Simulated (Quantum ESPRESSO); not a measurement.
# InTe2 (P6/mmm) in Quantum ESPRESSO: notebook

The runs below take InTe2 through single point, equation of state, projected density of states, with revPBE+D3, PBE+D3M.

Program: Quantum ESPRESSO 7.5. These are calculated values, not measurements. Logs are shortened: lines on timing, memory, paths and dates and some standing lists are left out, and cuts for length are marked.

### 1 The structure

Symmetry: P6/mmm, No. 191, hexagonal system. Conventional cell: a = 5.225 Å, b = 5.225 Å, c = 3.686 Å, α = 90.00°, β = 90.00°, γ = 120.00°. In (site symmetry 6/mmm) is surrounded by 12 Te at 3.54 Å and 2 In at 3.69 Å. Around Te (site symmetry -6m2) lie 3 Te at 3.02 Å.

The cell was built by a generator and needn't be a form met in nature.

### 2 Single point, revPBE+D3, 27.31 Å³/atom

Input file pw.in:

```
&CONTROL
  calculation = 'scf'
  prefix = 'pwscf'
  outdir = './tmp'
  pseudo_dir = './pseudo'
  tprnfor = .true.
  tstress = .true.
  disk_io = 'nowf'
/
&SYSTEM
  ibrav = 0
  nat = 3
  ntyp = 2
  ecutwfc = 70
  nbnd = 31
  input_dft = 'revpbe'
  occupations = 'smearing'
  smearing = 'mv'
  degauss = 0.00367493
  vdw_corr = 'grimme-d3'
  dftd3_version = 3
/
&ELECTRONS
  conv_thr = 6d-10
  electron_maxstep = 120
  mixing_beta = 0.5
/
ATOMIC_SPECIES
In   114.8180 49_In_13_2.5_3.1_pbe_n_v1.0.upf
Te   127.6000 52_Te_16_2.3_2.3_pbe_n_v1.0.upf
CELL_PARAMETERS angstrom
   5.1186949082    0.0000000000    0.0000000000
  -2.5593474541    4.4329198227    0.0000000000
   0.0000000000    0.0000000000    3.6108780597
ATOMIC_POSITIONS crystal
In     0.0000000000    0.0000000000    0.0000000000
Te     0.6666666700    0.3333333300    0.5000000000
Te     0.3333333300    0.6666666700    0.5000000000
K_POINTS automatic
6 6 7 0 0 0
```

Potentials or basis: SPMS 1.0 PBE.

On the command line:

```
> OMP_NUM_THREADS=1 pw.x -in pw.in > pw.out
```

pw.out:

```text
This program is part of the open-source Quantum ESPRESSO suite
     for quantum simulation of materials; please cite
         "P. Giannozzi et al., J. Phys.:Condens. Matter 21 395502 (2009);
         "P. Giannozzi et al., J. Phys.:Condens. Matter 29 465901 (2017);
         "P. Giannozzi et al., J. Chem. Phys. 152 154105 (2020);
     in publications or presentations arising from this work. More details at

     IMPORTANT: XC functional enforced from input :
     Exchange-correlation= REVPBE
                           (   1   4   4   4   0   0   0)
     Any further DFT definition will be discarded
     Please, verify this is what you really want

     Message from routine setup:
     using ibrav=0 with symmetry is DISCOURAGED, use correct ibrav instead

     G-vector sticks info
     --------------------
     sticks:   dense  smooth     PW     G-vecs:    dense   smooth      PW
     Sum        1801    1801    511                43849    43849    6685

     Using Slab Decomposition

     bravais-lattice index     =            0
     lattice parameter (alat)  =       9.6729  a.u.
     unit-cell volume          =     552.9152 (a.u.)^3
     number of atoms/cell      =            3
     number of atomic types    =            2
     number of electrons       =        45.00
     number of Kohn-Sham states=           31
     kinetic-energy cutoff     =      70.0000  Ry
     charge density cutoff     =     280.0000  Ry
     scf convergence threshold =      6.0E-10
     mixing beta               =       0.5000
     number of iterations used =            8  plain     mixing
     Exchange-correlation= REVPBE
                           (   1   4   4   4   0   0   0)

     celldm(1)=   9.672931  celldm(2)=   0.000000  celldm(3)=   0.000000
     celldm(4)=   0.000000  celldm(5)=   0.000000  celldm(6)=   0.000000

     crystal axes: (cart. coord. in units of alat)
               a(1) = (   1.000000   0.000000   0.000000 )
               a(2) = (  -0.500000   0.866025   0.000000 )
               a(3) = (   0.000000   0.000000   0.705429 )

     reciprocal axes: (cart. coord. in units 2 pi/alat)
               b(1) = (  1.000000  0.577350 -0.000000 )
               b(2) = (  0.000000  1.154701  0.000000 )
               b(3) = (  0.000000 -0.000000  1.417576 )

     PseudoPot. # 1 for In read from file:
     49_In_13_2.5_3.1_pbe_n_v1.0.upf
     Pseudo is Norm-conserving + core correction, Zval = 13.0
     Generated using ONCVPSP code by D. R. Hamann
     Using radial grid of 1966 points,  6 beta functions with:
                l(1) =   0
                l(2) =   0
                l(3) =   1
                l(4) =   1
                l(5) =   2
                l(6) =   2

     PseudoPot. # 2 for Te read from file:
     52_Te_16_2.3_2.3_pbe_n_v1.0.upf
     Pseudo is Norm-conserving + core correction, Zval = 16.0
     Generated using ONCVPSP code by D. R. Hamann
     Using radial grid of 1294 points,  6 beta functions with:
                l(1) =   0
                l(2) =   0
                l(3) =   1
                l(4) =   1
                l(5) =   2
                l(6) =   2

     atomic species   valence    mass     pseudopotential
     In               13.00   114.81800     In( 1.00)
     Te               16.00   127.60000     Te( 1.00)

     24 Sym. Ops., with inversion, found

   Cartesian axes

     site n.     atom                  positions (alat units)
         1        In     tau(   1) = (   0.0000000   0.0000000   0.0000000  )
         2        Te     tau(   2) = (   0.5000000   0.2886751   0.3527147  )
         3        Te     tau(   3) = (  -0.0000000   0.5773503   0.3527147  )

     --------------------------------------------
     DFT-D3 Dispersion Correction (3-body terms):
     --------------------------------------------
       Reference C6 values for interpolation:

         atom   Coordination number   C6
         In         0.000          1515.48
         In         0.963          1357.98
         In         1.938           855.83
         In         2.935           621.66
         Te         0.000           851.07
         Te         0.981           850.20
         Te         1.964           837.16

       Values used:

         atom   Coordination number  R0_AB[au]  C6      C8
         In         5.076            4.027    621.66  91928.85
         Te         5.244            3.676    837.16  84978.05
         Te         5.244            3.676    837.16  84978.05

         Molecular C6 ( Ry / a.u.^6 ) =      6855.07

     number of k points=    28  Marzari-Vanderbilt smearing, width (Ry)=  0.0037
                       cart. coord. in units 2pi/alat
        k(    1) = (   0.0000000   0.0000000   0.0000000), wk =   0.0079365
        k(    2) = (   0.0000000   0.0000000   0.2025109), wk =   0.0158730
        k(    3) = (   0.0000000   0.0000000   0.4050218), wk =   0.0158730
        k(    4) = (   0.0000000   0.0000000   0.6075327), wk =   0.0158730
        k(    5) = (   0.0000000   0.1924501   0.0000000), wk =   0.0476190
        k(    6) = (   0.0000000   0.1924501   0.2025109), wk =   0.0952381
[... 20 lines left out ...]
        k(   27) = (   0.3333333   0.5773503   0.4050218), wk =   0.0317460
        k(   28) = (   0.3333333   0.5773503   0.6075327), wk =   0.0317460

     Dense  grid:    43849 G-vectors     FFT dimensions: (  54,  54,  40)

     Initial potential from superposition of free atoms

     starting charge      44.9957, renormalised to      45.0000
     Starting wfcs are   27 randomized atomic wfcs +    4 random wfcs

     Self-consistent Calculation

     iteration #  1     ecut=    70.00 Ry     beta= 0.50
     Davidson diagonalization with overlap
     ethr =  1.00E-02,  avg # of iterations =  5.2

     Threshold (ethr) on eigenvalues was too large:
     Diagonalizing with lowered threshold

     Davidson diagonalization with overlap
     c_bands:  1 eigenvalues not converged
     c_bands:  1 eigenvalues not converged
     ethr =  1.60E-05,  avg # of iterations =  9.6

     total energy              =    -520.90765045 Ry
     estimated scf accuracy    <       0.00716099 Ry

     iteration #  2     ecut=    70.00 Ry     beta= 0.50
     Davidson diagonalization with overlap
     ethr =  1.59E-05,  avg # of iterations =  2.9

     total energy              =    -520.90865894 Ry
     estimated scf accuracy    <       0.00098715 Ry

     iteration #  3     ecut=    70.00 Ry     beta= 0.50
     Davidson diagonalization with overlap
     ethr =  2.19E-06,  avg # of iterations =  2.4

     total energy              =    -520.90876717 Ry
     estimated scf accuracy    <       0.00014974 Ry
[... 19 lines left out ...]
     total energy              =    -520.90878208 Ry
     estimated scf accuracy    <       0.00000002 Ry

     iteration #  7     ecut=    70.00 Ry     beta= 0.50
     Davidson diagonalization with overlap
     ethr =  3.75E-11,  avg # of iterations =  2.5

     total energy              =    -520.90878208 Ry
     estimated scf accuracy    <          1.2E-09 Ry

     iteration #  8     ecut=    70.00 Ry     beta= 0.50
     Davidson diagonalization with overlap
     ethr =  2.74E-12,  avg # of iterations =  2.1

     End of self-consistent calculation

          k = 0.0000 0.0000 0.0000 (  5437 PWs)   bands (ev):

   -25.1984 -25.1984 -25.1490 -25.1490 -25.0765 -25.0765 -25.0656 -25.0495
   -25.0495 -25.0072  -2.3058  -2.2465  -2.2465  -2.1968  -2.1968  -1.5530
     2.9780   7.5845   7.5845   8.3777   9.9134   9.9134  10.8543  14.4964
    16.1283  19.1170  19.1170  19.7409  21.7902  21.7902  21.8865

          k = 0.0000 0.0000 0.2025 (  5460 PWs)   bands (ev):

   -25.1983 -25.1983 -25.1490 -25.1490 -25.0772 -25.0772 -25.0631 -25.0500
   -25.0500 -25.0046  -2.2765  -2.2433  -2.2433  -2.2103  -2.2103  -1.4057
     3.1129   7.6959   7.6959   8.0018  10.1539  10.1539  10.3101  13.4854
    17.3324  18.1468  18.1468  18.5820  19.3720  19.3720  22.7980

          k = 0.0000 0.0000 0.4050 (  5436 PWs)   bands (ev):

   -25.1982 -25.1982 -25.1488 -25.1488 -25.0788 -25.0788 -25.0574 -25.0513
   -25.0513 -24.9987  -2.2401  -2.2401  -2.2361  -2.2361  -2.2103  -1.0274
     3.4562   6.7160   7.9711   7.9711  10.4805  10.8366  10.8366  11.7879
    15.4237  16.2541  16.2541  17.3761  17.3761  21.3881  23.0475
[... 52 lines left out ...]
   -25.2141 -25.2047 -25.1522 -25.1325 -25.0803 -25.0740 -25.0562 -25.0499
   -25.0386 -25.0074  -2.2775  -2.2454  -2.2434  -2.2288  -2.2046  -0.3299
     1.9289   6.8896   7.2489   8.2004  10.2118  11.0117  12.8766  12.8959
    14.9391  15.1957  16.8794  18.8428  19.5824  20.8704  21.5895

          k = 0.0000 0.3849 0.6075 (  5468 PWs)   bands (ev):

   -25.2140 -25.2045 -25.1520 -25.1324 -25.0816 -25.0752 -25.0573 -25.0509
   -25.0343 -25.0028  -2.3130  -2.2683  -2.2348  -2.2249  -2.1508   0.0493
     2.2492   6.4706   7.6785   8.3385   9.0963  10.6058  12.0249  13.2261
    13.8236  15.4386  16.5865  18.8236  19.6399  20.1107  20.7911

          k = 0.0000-0.5774 0.0000 (  5498 PWs)   bands (ev):

   -25.2184 -25.2071 -25.1536 -25.1285 -25.0783 -25.0693 -25.0567 -25.0476
   -25.0375 -25.0216  -2.3014  -2.2719  -2.2326  -2.2012  -2.1973  -0.4249
     0.7873   5.9920   6.4503  12.0178  12.0341  12.4822  12.9032  13.7660
    15.3580  15.4001  17.7001  18.1634  18.9130  20.4105  20.4181

          k = 0.0000-0.5774 0.2025 (  5458 PWs)   bands (ev):

   -25.2183 -25.2070 -25.1534 -25.1284 -25.0790 -25.0700 -25.0573 -25.0482
   -25.0351 -25.0190  -2.2728  -2.2629  -2.2307  -2.2297  -2.2119  -0.2633
     0.9186   6.1986   6.6262  10.5488  11.2275  12.4891  12.6816  13.8832
    15.2116  16.0972  16.5297  18.4725  19.7721  19.9552  20.9010

          k = 0.0000-0.5774 0.4050 (  5468 PWs)   bands (ev):

   -25.2182 -25.2068 -25.1530 -25.1283 -25.0807 -25.0716 -25.0587 -25.0494
   -25.0297 -25.0133  -2.2859  -2.2490  -2.2443  -2.2265  -2.2029   0.1360
     1.2557   6.7869   7.0816   8.5993   9.5515  11.7321  13.0958  14.1751
    14.2484  14.7558  17.4762  17.9750  21.2100  21.7229  21.7696

          k = 0.0000-0.5774 0.6075 (  5474 PWs)   bands (ev):

   -25.2181 -25.2066 -25.1527 -25.1283 -25.0820 -25.0728 -25.0597 -25.0504
   -25.0253 -25.0088  -2.3252  -2.2698  -2.2364  -2.2231  -2.1488   0.5139
     1.5853   7.3800   7.4877   7.5412   8.5236  10.4826  13.2194  13.5055
    14.4470  14.5429  17.6675  18.6477  20.6534  20.8918  21.7405

          k = 0.1667 0.2887 0.0000 (  5447 PWs)   bands (ev):

   -25.2150 -25.1995 -25.1562 -25.1324 -25.0778 -25.0724 -25.0536 -25.0502
   -25.0481 -25.0137  -2.3026  -2.2582  -2.2418  -2.1993  -2.1974  -1.0360
     1.7577   5.8080   8.2471   8.5496  11.3883  12.2303  12.8665  13.6825
    15.8190  17.0339  17.6493  18.1763  20.0289  20.4278  22.1749

          k = 0.1667 0.2887 0.2025 (  5459 PWs)   bands (ev):

   -25.2149 -25.1995 -25.1560 -25.1324 -25.0785 -25.0731 -25.0542 -25.0487
   -25.0478 -25.0111  -2.2731  -2.2535  -2.2394  -2.2225  -2.2117  -0.8792
     1.8871   6.0001   8.4260   8.4982  10.1579  12.2610  12.6673  13.3054
    15.3721  17.0916  17.2635  18.4769  19.7927  20.5115  21.8190
[... 59 lines left out ...]
   -25.2283 -25.1802 -25.1802 -25.1182 -25.0817 -25.0651 -25.0651 -25.0485
   -25.0211 -25.0211  -2.2705  -2.2705  -2.2339  -2.2339  -2.2027   0.6960
     0.6960   5.4377   9.1790   9.1790   9.7698  10.8742  10.8742  13.6669
    15.6470  16.7054  16.7054  19.5289  20.8670  20.8670  21.8600

          k = 0.3333 0.5774 0.6075 (  5496 PWs)   bands (ev):

   -25.2281 -25.1800 -25.1800 -25.1181 -25.0830 -25.0663 -25.0663 -25.0495
   -25.0167 -25.0167  -2.2999  -2.2999  -2.2293  -2.2293  -2.1482   1.0450
     1.0450   6.2934   7.9990   7.9990   8.7183  11.3490  11.3490  13.3042
    15.9172  15.9538  15.9538  18.2137  21.2791  21.2791  22.3538

     the Fermi energy is    12.3687 ev

!    total energy              =    -520.90878208 Ry
     estimated scf accuracy    <          1.6E-10 Ry
     smearing contrib. (-TS)   =       0.00009269 Ry
     internal energy E=F+TS    =    -520.90887477 Ry

     The total energy is F=E-TS. E is the sum of the following terms:
     one-electron contribution =    -159.45367279 Ry
     hartree contribution      =     103.16169125 Ry
     xc contribution           =    -123.15567292 Ry
     ewald contribution        =    -341.35604090 Ry
     DFT-D3 Dispersion         =      -0.10517940 Ry

     convergence has been achieved in   8 iterations

     Forces acting on atoms (cartesian axes, Ry/au):

     atom    1 type  1   force =     0.00000000    0.00000000    0.00000000
     atom    2 type  2   force =    -0.00000000    0.00000000    0.00000000
     atom    3 type  2   force =     0.00000000    0.00000000    0.00000000

     Total force =     0.000000     Total SCF correction =     0.000000

     Computing stress (Cartesian axis) and pressure

          total   stress  (Ry/bohr**3)                   (kbar)     P=       68.36
   0.00050761   0.00000000   0.00000000           74.67        0.00        0.00
   0.00000000   0.00050761   0.00000000            0.00       74.67        0.00
   0.00000000   0.00000000   0.00037880            0.00        0.00       55.72

=------------------------------------------------------------------------------=
   JOB DONE.
=------------------------------------------------------------------------------=
```

Run time: 48 s. Hardware: 1 thread of Intel Xeon Platinum 8488C (Sapphire Rapids), shared host; peak memory 0.15 GiB.

What came out:

```
Free energy            : -7087.3250 eV
Pressure               : 6.8 GPa
Band gap on the k mesh : none (metal or under the smearing width)
```

Caveat: the potentials were made for another functional, which shifts forces and pressure; pairwise dispersion overbinds metals, which lowers pressure and volume.

(Part 1 of 2 ends here.)
